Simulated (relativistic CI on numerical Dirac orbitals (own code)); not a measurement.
# Ir LV (Ir⁵⁴⁺): levels and lines

What are the lowest levels and the strongest lines of Ir⁵⁴⁺? One CI run answers it; further runs change one setting each.

Method: Dirac-Coulomb-Breit CI, KLI orbitals optimised for each configuration, model QED (radiative potential, 1s self-energy scaled to tabulated hydrogen-like ionisation energies). Code: relativistic CI on numerical Dirac orbitals (own code) version 2.

### 1 The atom as given

| Property | Result |
| --- | --- |
| ion | Ir⁵⁴⁺ (Ir LV) |
| nuclear charge | 77 |
| electrons | 23 |
| isotope | A = 193 |
| first configuration typed | [Ar] 3d5 |

The outer shells:

first configuration typed
```
[Ar] core
3d [↑ ][↑ ][↑ ][↑ ][↑ ]
```

### 2 Base run

Input settings:

```ini
atom Ir  Z=77  charge=54  electrons=23
nucleus A=193  rms_radius_fm=5.4032
hamiltonian dirac-coulomb  breit=on  qed=on  c_scale=1
orbitals kli  potential=per-configuration
slater_scale 1
correlation none
mixing on
configurations
  [Ar] 3d5
  [Ne] 3s2 3p5 3d6
  [Ne] 3s2 3p4 3d7
  [Ne] 3s 3p6 3d6
  [Ne] 3p6 3d7
  [Ne] 3s 3p5 3d7
  [Ar] 3d4 4s
  [Ar] 3d4 4p
  [Ne] 3s2 3p4 3d6 4s
  [Ar] 3d4 4d
  [Ne] 3s2 3p4 3d6 4p
  [Ne] 3s2 3p5 3d5 4s
  [Ar] 3d4 4f
  [Ne] 3s 3p5 3d6 4s
  [Ne] 3s2 3p5 3d5 4p
  [Ne] 3s 3p5 3d6 4p
  [Ne] 3p6 3d6 4s
  [Ar] 3d3 4s2
  [Ne] 3p6 3d6 4p
  [Ar] 3d3 4s 4p
  [Ar] 3d4 5s
  [Ne] 3p6 3d5 4s2
end
```

### 3 Without QED terms

Settings: those of step 2 with these lines changed.

```diff
@@ -2,3 +2,3 @@
 nucleus A=193  rms_radius_fm=5.4032
-hamiltonian dirac-coulomb  breit=on  qed=on  c_scale=1
+hamiltonian dirac-coulomb  breit=on  qed=off  c_scale=1
 orbitals kli  potential=per-configuration
```

### 4 Non-relativistic limit (c × 1000)

Settings: those of step 3 with these lines changed.

```diff
@@ -2,3 +2,3 @@
 nucleus A=193  rms_radius_fm=5.4032
-hamiltonian dirac-coulomb  breit=on  qed=off  c_scale=1
+hamiltonian dirac-coulomb  breit=off  qed=off  c_scale=1000
 orbitals kli  potential=per-configuration
```

(Steps that only read results are left out.)

Q: Predict the outcome of this session. Wanted: lowest level; first excitation; lowest level of the other parity; fastest E1 line; ionisation energy.

As calculated:

| run | time | mean size of shift, levels followed (cm⁻¹) | lowest level | ionisation energy (eV) |
| --- | --- | --- | --- | --- |
| main run | 12 s | 0 | 3d5 [3d5/2] J=5/2 | 5229.3 |
| without QED terms | 11 s | 2198 | 3d5 [3d5/2] J=5/2 | 5229.2 |
| non-relativistic limit (c × 1000) | 10 s | 493686 | 3d5 6S5/2 | - |

The tabulated theoretical ionisation energy (NIST) is 5229 eV.

| quantity | value |
| --- | --- |
| lowest level | 3d5 [3d5/2] J=5/2 |
| first excitation | 3d5 [3d3/2^3 3d5/2^2] J=5/2, 585135 cm⁻¹ |
| lowest level of the other parity | 3p5 3d6 [3p3/2^3 3d5/2^2] J=11/2°, 406.81 eV |
| levels in the model | 9898 |
| fastest E1 line (by rate) to the lowest level among the lowest 400 of 9898 levels | 2.665 nm, from 3p5 3d6 [3p3/2^3 3d5/2^2] J=5/2° (ii) |
| ionisation energy | 5229.3 eV |
| ionisation energy, tabulated theoretical (NIST) | 5229 eV |

What this shows: The lowest level is 3d5 [3d5/2] J=5/2, 26 % pure in LS and 97 % in jj coupling; over the low levels the means are 46 and 97 %, so jj coupling describes them better. The ionisation energy agrees with the tabulated theoretical value within its uncertainty of 5 eV. Of the changes tried, the run «non-relativistic limit (c × 1000)» moves the low levels most, by 493686 cm⁻¹ on average. Lifetimes count radiative decay inside the model alone.
